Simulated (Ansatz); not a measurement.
# ZrWS4: a closer look at a trial structure

The task, for ZrWS4: compute bands, density of states and charges.

Program: Ansatz 0.2.0. Level of theory: DFT PBE, scalar-relativistic, plane waves, PAW. These are calculated values, not measurements.

1 further run of the same task is left out (set aside as unsound or not needed).

### 1 The system as given

The structure is tetragonal, space group P4/mmm (No. 123). The conventional cell has a = 4.310 Å, b = 4.310 Å, c = 6.131 Å, α = 90.00°, β = 90.00°, γ = 90.00°. Zr (site symmetry 4/mmm) is surrounded by 8 S at 2.69 Å. W (site symmetry 4/mmm) is surrounded by 8 S at 2.60 Å. S (site symmetry 2mm) has 2 W at 2.60 Å and 2 Zr at 2.69 Å as nearest neighbours.

As a file:

```cif
data_structure
_symmetry_space_group_name_H-M 'P 1'
_symmetry_Int_Tables_number 1
_cell_length_a 4.3100
_cell_length_b 4.3100
_cell_length_c 6.1308
_cell_angle_alpha 90.000
_cell_angle_beta 90.000
_cell_angle_gamma 90.000
_cell_volume 113.88
loop_
_atom_site_label
_atom_site_type_symbol
_atom_site_fract_x
_atom_site_fract_y
_atom_site_fract_z
_atom_site_occupancy
Zr1 Zr 0.50000 0.50000 0.50000 1
W1 W 0.00000 0.00000 0.00000 1
S1 S 0.50000 0.00000 0.23719 1
S2 S 0.00000 0.50000 0.76281 1
S3 S 0.50000 0.00000 0.76281 1
S4 S 0.00000 0.50000 0.23719 1
```

It is the end of an earlier relaxation with the same method, from a generated guess; it is a trial structure. At a tolerance of 0.05 Å it has space group P4/mmm (No. 123); it has 18.98 Å³/atom, an uncorrected energy of -0.60 eV/atom over the elements.

### 2 Electronic structure at the relaxed geometry

Input file input.yaml:

```yaml
crystal:
  lattice:
    - [4.3099567682, 0.0, 0.0]
    - [0.0, 4.3099567682, 0.0]
    - [0.0, 0.0, 6.130839993]
  atoms:
    - { symbol: Zr, position: [0.5, 0.5, 0.5] }
    - { symbol: W, position: [0.0, 0.0, 0.0], spin: 1.36 }
    - { symbol: S, position: [0.5, 0.0, 0.2371855139] }
    - { symbol: S, position: [0.0, 0.5, 0.7628144861] }
    - { symbol: S, position: [0.5, 0.0, 0.7628144861] }
    - { symbol: S, position: [0.0, 0.5, 0.2371855139] }
basis:
  ecutwfc: 420
kpoints:
  mp_grid: { grid: [10, 10, 6] }
  band_path:
    path:
      - [[0.0, 0.0, 0.0], [0.0, 0.5, 0.0], [0.5, 0.5, 0.0], [0.0, 0.0, 0.0], [0.0, 0.0, 0.5], [0.0, 0.5, 0.5], [0.5, 0.5, 0.5], [0.0, 0.0, 0.5]]
      - [[0.0, 0.5, 0.0], [0.0, 0.5, 0.5]]
      - [[0.5, 0.5, 0.0], [0.5, 0.5, 0.5]]
    npoints: 14
hamiltonian:
  xc: pbe
scf:
  occupations: { method: gaussian, width: 0.1 }
  n_extra_bands: 15
output:
  forces: true
  stress: true
  eigenvalues: true
  populations: true
  dos: { projected: true, de: 0.02, nscf_kmesh: { grid: [12, 12, 8] } }
  bader: true
  write_density: true
  write_potential: true
  elf: true
  volumetric_format: npy
magnetization:
  spin_polarized: true
checkpoint:
  read: start.run
  write: ck
  compress: false
  write_wavefunctions: false
  write_every: 100000
```

On the command line:

```
$ ansatz run input.yaml --threads 1 --pin off --max-ram 2048MiB --backend cpu --events-out ev --progress --plain --runs-dir out
```

Output:

```text
Warning: checkpoint.read: spin seed differs: saved 02e518013136…, current 8e05bc5ec848…; the loaded state replaces the seed-built initial guess (but the starting_ns of a DFT+U solve that opens without the state's occupation matrices), so the run may converge into the producing seed's basin, or, where the symmetry group that follows from this deck's starting moments and starting_ns does not hold the saved magnetisation, lose that magnetisation at its first build. Where atoms have moved since the state was saved, this difference can also decide whether moments are moved with them. A self-consistent run of this deck without the state starts from its starting moments and, under a DFT+U term, its starting_ns
Warning: RAYON_NUM_THREADS=1 ignored (pool sized by the plan → 1); use --threads N
scf.n_extra_bands = 15 over 25 filled bands (N_el = 50.0): the run solves 40 bands
Engine: ansatz 0.2.0, aarch64-unknown-linux-gnu
Pseudopotentials: kind: paw
Pseudopotential: Zr, paw, valence charge 12, recommended cutoff 420 eV (normal), Zr.paw.azcp
Pseudopotential: W, paw, valence charge 14, recommended cutoff 420 eV (normal), W.paw.azcp
Pseudopotential: S, paw, valence charge 6, recommended cutoff 420 eV (normal), S.paw.azcp
Functional definition: PBE
  parameter kappa = 0.804
  parameter beta = 0.06672455060314922
  exchange = pbe_x(kappa = kappa, mu = beta*pi^2/3)
  correlation = pbe_c(beta = beta)
Crystal: 6 atoms, lattice volume = 113.885 Å³
Basis set: ecut = 420 eV, 2213 PW (Γ), exchange–correlation on 60×60×90 points (8 copies of the dense FFT grid, shifted against one another)
Bands: 40, of which v1, the nominal top of the filled ones, is band 25 counted from 1 (24 counted from 0)
Symmetry: 16 space group operations
Space group: P4/mmm (ITA 123), of the structure as read, at distance tolerance 4.8e-5 Å
Magnetic group: BNS 123.339 (UNI 999), of the structure as read, at distance tolerance 4.8e-5 Å
k-points: 84 of 600
Non-local potential: Zr, projectors of the file, l = 0: 3, l = 1: 2, l = 2: 2, l = 3: 2
Non-local potential: W, projectors of the file, l = 0: 3, l = 1: 2, l = 2: 2, l = 3: 1
Non-local potential: S, projectors of the file, l = 0: 2, l = 1: 2, l = 2: 2
PAW form: soft (Blöchl's): semilocal exchange-correlation on the pseudo side does not see the compensation charge
PAW one-centre angular grid: Zr, 590 points (default); XC on 64 Gauss nodes
PAW one-centre angular grid: W, 590 points (default); XC on 64 Gauss nodes
PAW one-centre angular grid: S, 110 points (default); XC on 64 Gauss nodes
Initial density: read from a saved state, or passed on in memory by an earlier SCF of this step, an earlier step, the calling program or the single point that the run made first
Stability of the state it starts from, as read at its close in the collinear treatment: not read negative (Ritz values of 1 − χ₀K, real part plus size of imaginary part, from 1.0 to 1.1, by its mixing steps under the symmetry group of the SCF that read it); its run was given moments
Starting moments: Σ|m| = 1.36 μB on 1 of 6 sites; this step starts from the density that it was given
Initial wavefunctions: pseudopotential atomic-orbital guess
Functional: x = pbe(κ = 0.804, μ = 0.2195149727645171), c = pbe(β = 0.06672455060314922)
iter 1 solved again at ethr=3.61e-8 eV; its pass at ethr=3.10e-3 eV (dr2=1.80e-5 eV) is discarded
SCF iter   1: F=—  HF=-18180.484442 eV  |F-HF|=—  |Δ(HF+E_count)|=         —  Δρ=1.22e-7 (↑1.22e-7 ↓1.04e-7)  dr2=6.59e-11  dr2_m=1.37e-12  M=1.922 μB ∫|m|=2.135 μB  β_m=0.30  ethr=3.61e-8  ⟨swp⟩=3.7  Hψ=51007  notcnv=0
eigensolver tolerance schedule: the retry pair's looser diagonalisation over-reported the residual by 273689.66 of it (diagonalisation noise at an unbounded share of the residual, at the tolerance the schedule requests for it); recorded, not acted on — ethr = c·dr2/N_el stays at c = 1.0e-1
preconditioner: auto → Kerker (q_TF=auto, 2.379 Å⁻¹)  [metal: Δε(μ)=0.011 eV  Ē_g=9.952 eV  σ=0.100 eV  W_gap=0.06  n_scr=28 (ndim 8)  ℏωp=20.3 eV  f_vac=0.023  D(μ)=1.68/eV (n_scr^D=6)]
spin=Collinear: Kerker preconditioning applied to the charge; magnetization (m = ρ↑ − ρ↓) channel mixes plain (no charge-response kernel on spin).
SCF iter   2: F=-18180.484442 eV  HF=-18180.484442 eV  |F-HF|=3.64e-12  |Δ(HF+E_count)|=   1.78e-8  Δρ=3.74e-8 (↑3.74e-8 ↓2.44e-8)  dr2=4.57e-12  dr2_m=1.19e-13  M=1.922 μB ∫|m|=2.135 μB  ethr=1.00e-12  ⟨swp⟩=12.3  Hψ=39522  notcnv=0
SCF 1 converged in 2 iterations: F = -18180.484442 eV  dr2 = 4.57e-12
NSCF: frozen V_eff on 129 k-points
NSCF: frozen V_eff on 140 k-points
SCF converged after 2 iterations
Magnetization: 1.9222 μB (25.9611 up, 24.0389 down)
Absolute magnetization: 2.1346 μB (∫|ρ↑−ρ↓|, with the PAW one-centre terms)
Spin contamination: 0.0506 ħ² per cell (⟨S²⟩ above its minimum at these occupations)
Per-site moments (μB) at R_I (Å): [(0.0655378938913624, 1.1099342803683914), (1.2341974665356505, 1.0723789155741303), (-9.395483126836271e-5, 1.0723789155741303), (-9.395483126847247e-5, 1.0723789155741303), (-9.395483126835193e-5, 1.0723789155741303), (-9.395483126854415e-5, 1.0723789155741303)]
Free energy (F): -18180.484442 eV
Harris-Foulkes:  -18180.484442 eV  (|F-HF|=3.64e-12)
Internal energy: -18180.476037 eV  (E = F + TS)
E sigma→0 (E₀):  -18180.480239 eV
Entropy (-TS):   -0.008405 eV (-1.401 meV/atom)
Fermi energy:    10.992950 eV
--- Per-component energies (eV) ---
  E_band       = -299.565224
  E_kinetic    = 1211.130443
  E_local      = -2252.374928  (includes V_loc(G=0)·N_el)
  E_nonlocal   = 193.718731
  E_hartree    = 776.628107
  E_xc         = -817.936398
  E_vxc        = -780.762818  (∫ρ·V_xc dr)
  E_paw        = -13917.130318  (= ΣΔE_a)
  E_vpaw       = -224.532913  (= ΣTr[D̂ρ^β])
  E_aug_tail   = -0.000027  (compensation charges beyond the density's cutoff)
  E_ewald      = -3374.511646
  E_smearing   = -0.008405  (= −TS)
  E_closure    = 0.000000  (closes the sum)
  Σ components = -18180.484442   (vs F -18180.484442, Δ=0.00e0)
--- Forces (eV/Å), atoms counted from 1 ---
  atom   1  Zr     0.00000000    -0.00000000     0.00000000
  atom   2  W     -0.00000000     0.00000000     0.00000000
  atom   3  S      0.00000000     0.00000000     0.00780471
  atom   4  S     -0.00000000     0.00000000    -0.00780471
  atom   5  S      0.00000000     0.00000000    -0.00780471
  atom   6  S     -0.00000000     0.00000000     0.00780471
  max |Σ_I F_I| component: 2.78e-17 eV/Å
--- Stress (GPa, compression-positive) ---
        0.011041       0.000000       0.000000
        0.000000       0.011041       0.000000
        0.000000       0.000000       0.044310
  P = ⅓ Tr σ = 0.0221 GPa (0.221 kbar)
--- Band table (eV; the first three rows and the last of 168) ---
  k-point 0 ↑: bands = ["-64.1017", "-39.1111", "-28.4275", "-28.3949", "-28.3949", "-17.1140", "-17.1092", "-17.1092", "-4.0838", "-2.2977", "-1.7530", "-0.1545", "3.7660", "5.0920", "5.0920", "5.1440", "6.0106", "6.0106", "8.5194", "8.5194", "9.3461", "9.4748", "10.0339", "10.0558", "10.0558", "10.6692", "11.2957", "11.8173", "12.6619", "14.1225", "14.1225", "15.4408", "15.4865", "15.5119", "15.5119", "15.5233", "15.6516", "15.6516", "16.6693", "17.7871"]
  k-point 1 ↑: bands = ["-64.1017", "-39.1111", "-28.4275", "-28.3949", "-28.3949", "-17.1142", "-17.1092", "-17.1092", "-4.0028", "-2.4531", "-1.6849", "-0.2985", "4.0681", "5.1261", "5.1261", "5.4513", "5.9062", "5.9062", "8.7058", "8.7058", "8.8156", "9.4921", "9.7345", "10.0402", "10.0402", "10.3722", "11.1946", "11.7671", "13.3558", "13.9750", "13.9750", "14.6092", "14.6092", "15.2893", "15.4709", "15.6904", "16.6332", "16.7665", "16.7665", "17.9808"]
  k-point 2 ↑: bands = ["-64.1017", "-39.1111", "-28.4275", "-28.3949", "-28.3949", "-17.1145", "-17.1092", "-17.1092", "-3.7810", "-2.8123", "-1.4989", "-0.6233", "4.8553", "5.2261", "5.2261", "5.6833", "5.6833", "6.2568", "7.5702", "8.9836", "9.1455", "9.1455", "9.5283", "9.8130", "9.9320", "9.9320", "11.5617", "11.6675", "13.6664", "13.6664", "13.9772", "13.9772", "14.0520", "15.0300", "15.5512", "15.5986", "16.9139", "18.0852", "18.0852", "18.3178"]
  k-point 83 ↓: bands = ["-63.4283", "-39.0608", "-27.5358", "-27.4773", "-27.4773", "-17.1080", "-17.1080", "-17.0136", "-2.2229", "-2.2229", "-1.8437", "-1.8437", "4.0696", "5.0054", "5.0350", "5.1017", "7.0082", "7.0082", "7.6623", "7.6623", "8.2228", "9.3618", "11.0126", "11.0231", "11.2953", "12.0356", "12.1760", "12.2132", "12.9540", "12.9540", "13.7612", "13.7612", "14.7775", "14.8680", "16.5772", "17.7334", "17.8799", "17.9159", "19.2478", "19.2478"]
--- Löwdin populations: 6 sites ---
  site symbol       q [e]    m [muB]
     0     Zr     11.1502     0.0938
     1      W     13.2973     1.8277
     2      S      6.3048    -0.0147
     3      S      6.3048    -0.0147
     4      S      6.3048    -0.0147
     5      S      6.3048    -0.0147
  spilling = 0.006663 (of n_electrons = 50.000000)
--- Bader charges: 6 sites ---
  site symbol  charge [e]  shift [e]    m [muB]
     0     Zr      2.0674     0.0009     0.0864
     1      W      1.5523     0.0020     1.6100
     2      S     -0.9049     0.0007     0.0565
     3      S     -0.9049     0.0007     0.0565
     4      S     -0.9049     0.0007     0.0565
     5      S     -0.9049     0.0007     0.0565
  estimated error of the sums over rays = 3.1e-4 e
```

Run time: 2.5 min. Hardware: 1 thread of Arm Neoverse V1, shared host; peak memory 0.77 GiB.

start.run is the saved state of the run that this one goes on from.

Per atom:

```csv
atom,moment in the atom's sphere (μB),Löwdin electrons,Bader charge (e),Bader volume (Å³)
Zr1,0.07,11.15,+2.07,13.0
W2,1.23,13.30,+1.55,14.9
S3,0.00,6.30,-0.90,21.5
S4,0.00,6.30,-0.90,21.5
S5,0.00,6.30,-0.90,21.5
S6,0.00,6.30,-0.90,21.5
```

The Löwdin counts miss 0.33 of the 50 electrons, which the atomic orbitals do not span, so they are no charges.

From bands.tsv, the levels nearest the Fermi level at the path's corners, in eV from the Fermi level:

| point | band 23 dn | band 24 dn | band 25 up | band 26 up | band 25 dn | band 27 up | band 26 dn | band 27 dn |
| --- | --- | --- | --- | --- | --- | --- | --- | --- |
| Γ | -0.91 | -0.33 | -0.94 | -0.32 | -0.17 | 0.30 | -0.12 | 0.29 |
| X | -1.52 | -1.36 | -1.33 | -0.01 | -0.01 | 0.65 | 0.72 | 1.25 |
| M | -0.72 | 0.19 | 0.01 | 0.30 | 0.25 | 0.37 | 0.42 | 0.95 |
| Γ | -0.91 | -0.33 | -0.94 | -0.32 | -0.17 | 0.30 | -0.12 | 0.29 |
| Z | -1.19 | -1.19 | -1.33 | -1.11 | 0.15 | 0.62 | 0.20 | 0.65 |
| R | -2.73 | -2.69 | -1.28 | -0.91 | 0.10 | 0.19 | 0.37 | 0.39 |
| A | 0.02 | 0.03 | -0.02 | 0.08 | 0.30 | 0.99 | 1.04 | 1.18 |
| Z | -1.19 | -1.19 | -1.33 | -1.11 | 0.15 | 0.62 | 0.20 | 0.65 |
| X | -1.52 | -1.36 | -1.33 | -0.01 | -0.01 | 0.65 | 0.72 | 1.25 |
| R | -2.73 | -2.69 | -1.28 | -0.91 | 0.10 | 0.19 | 0.37 | 0.39 |
| M | -0.72 | 0.19 | 0.01 | 0.30 | 0.25 | 0.37 | 0.42 | 0.95 |
| A | 0.02 | 0.03 | -0.02 | 0.08 | 0.30 | 0.99 | 1.04 | 1.18 |

States per cell in windows of 1 eV, from dos.tsv and pdos.tsv (zero at the Fermi level):

| from | to | total | Zr 4d | W 5d | S 3p |
| --- | --- | --- | --- | --- | --- |
| -7 | -6 | 1.40 | 0.06 | 0.10 | 1.01 |
| -6 | -5 | 6.41 | 0.54 | 0.90 | 4.64 |
| -5 | -4 | 3.66 | 0.34 | 0.40 | 2.70 |
| -4 | -3 | 3.31 | 0.24 | 0.44 | 2.41 |
| -3 | -2 | 4.61 | 0.48 | 0.67 | 3.21 |
| -2 | -1 | 3.92 | 0.42 | 0.73 | 2.56 |
| -1 | 0 | 2.56 | 0.18 | 1.09 | 1.15 |
| 0 | 1 | 4.69 | 2.17 | 1.70 | 0.46 |
| 1 | 2 | 2.57 | 1.17 | 0.69 | 0.39 |
| 2 | 3 | 4.01 | 1.03 | 1.24 | 1.06 |
| 3 | 4 | 5.28 | 1.74 | 1.02 | 1.97 |
| 4 | 5 | 1.81 | 0.66 | 0.19 | 0.56 |
| 5 | 6 | 2.35 | 0.14 | 0.06 | 0.33 |

Below -7 eV lie 24 or so more states.

Density in a lattice plane of the grid's cell (edges 4.31 and 6.13 Å, at 0.000 of the third edge), which holds W and S.

Ten even steps from ' ' (0.01 e/Å³) to '@' (5.01 e/Å³):
```
@@@@**::                  ::**@@
##**--..    ..........    ..--**
::....    ..::::::::::..    ....
          ..::..  ..::..        
          ..::..  ..::..        
          ..............        
            ....::....          
                ..              
                                
                                
                                
                ..              
            ....::....          
          ..............        
          ..::..  ..::..        
          ..::..  ..::..        
::....    ..::::::::::..    ....
##**--..    ..........    ..--**
@@@@**::                  ::**@@
##@@%%--                  --%%@@
```
Columns run along the first of these edges and rows up along the second, over one cell in 16 and 20 even steps from the bottom left corner. Atoms in the plane (fractional): W at (0.00, 0.00), S at (0.50, 0.24), S at (0.50, 0.76).

ELF in the same plane.

Values, 12 rows by 8 columns:
```
0.70 0.55 0.30 0.71 0.72 0.71 0.30 0.55
0.45 0.22 0.69 0.87 0.47 0.87 0.69 0.22
0.21 0.22 0.70 0.64 0.01 0.64 0.70 0.22
0.06 0.11 0.53 0.78 0.74 0.78 0.53 0.11
0.01 0.04 0.25 0.59 0.72 0.59 0.25 0.04
0.01 0.02 0.07 0.14 0.18 0.14 0.07 0.02
0.01 0.04 0.25 0.59 0.72 0.59 0.25 0.04
0.06 0.11 0.53 0.78 0.74 0.78 0.53 0.11
0.21 0.22 0.70 0.64 0.01 0.64 0.70 0.22
0.45 0.22 0.69 0.87 0.47 0.87 0.69 0.22
0.70 0.55 0.30 0.71 0.72 0.71 0.30 0.55
0.00 0.67 0.20 0.19 0.15 0.19 0.20 0.67
```
Columns run along the first of these edges and rows up along the second, over one cell in 8 and 12 even steps from the bottom left corner. Atoms in the plane (fractional): W at (0.00, 0.00), S at (0.50, 0.24), S at (0.50, 0.76).

Both are smooth fields of the valence electrons: close to the nuclei they are not physical.

Spin density (up less down) in a lattice plane of the grid's cell (edges 4.31 and 6.13 Å, at 0.000 of the third edge), which holds W and S.

Ten even steps from ' ' (-0.02 e/Å³) to '@' (0.58 e/Å³):
```
++--::....              ....::--
@@**::                      ::**
##==::                      ::==
::::..                      ..::
....                          ..
                                
                                
                                
                                
                                
                                
                                
                                
                                
....                          ..
::::..                      ..::
##==::                      ::==
@@**::                      ::**
++--::....              ....::--
----==--..              ..--==--
```
Columns run along the first of these edges and rows up along the second, over one cell in 16 and 20 even steps from the bottom left corner. Atoms in the plane (fractional): W at (0.00, 0.00), S at (0.50, 0.24), S at (0.50, 0.76).

The highest ELF values outside the cores: 0.91 in the shell around S, 0.8 Å from S.

### 3 Summary of results

| quantity | value |
| --- | --- |
| gap | none (metal) |
| states at the Fermi level | 0.97 per eV per cell |
| Bader charges | Zr +2.07, W +1.55, S -0.90 e |

Bands cross the Fermi level: a metal at this level of theory. Of the projected weight within 0.25 eV of the Fermi level, the largest part is W 5d (38 %) and S 3p (34 %). Bader charges reach 2.1 e, so charge transfer in this metal is strong. Spin-orbit coupling is left out, which matters for the bands of W. Other magnetic orders were not searched.
